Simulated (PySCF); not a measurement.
# C2H6O2Si: the cost of one run

Programs: PySCF 2.14.0, with density-fitted response routines of our own. Each step states its level of theory. These are calculated values for one molecule in the gas phase, unless marked as measured. Atoms count from 0, in the outputs and in this text.

## Step 1: Starting geometry

11 atoms, charge 0, multiplicity 1; geometry from: GFN2-xTB. The atoms were then displaced at random by about 0.01 Å, so the start is not that level's minimum.

Bonds of the start (Å): O0–Si1 1.62, Si1–C2 1.92, C2–C3 1.50, C3–O4 1.41, O4–Si1 1.66, O0–H5 0.99, Si1–H6 1.45, C2–H7 1.07, C2–H8 1.11, C3–H9 1.11, C3–H10 1.11.

## Step 2: Relaxing the molecule at PBE0-D3(BJ)/def2-SVP

Job settings and geometry (Å):

```
{"job": {"xc": "PBE0", "basis": "def2-SVP", "d3": "d3bj", "grid": 1, "shake": 0.01, "kind": "geom"}, "charge": 0, "multiplicity": 1}
O      2.245730     0.815340    -0.207550
Si     1.013240    -0.237900    -0.306390
C     -0.472950    -0.315160     0.902180
C     -1.251930    -0.018590    -0.342720
O     -0.240880     0.206980    -1.299970
H      2.051280     1.785480    -0.237170
H      1.702930    -1.472060    -0.644190
H     -0.667250    -1.257960     1.373880
H     -0.530590     0.476220     1.678880
H     -1.886650    -0.872140    -0.661010
H     -1.924820     0.863960    -0.271600
```

Started as:

```sh
$ OMP_NUM_THREADS=1 python probes_run.py task.json out
```

The driver reads the jobs from task.json and runs them one after another.

**Question.** How long does this first job take on 1 thread of Arm Neoverse N1, shared host, and how much memory does it need?

About 51 s, with a peak of 0.44 GiB.
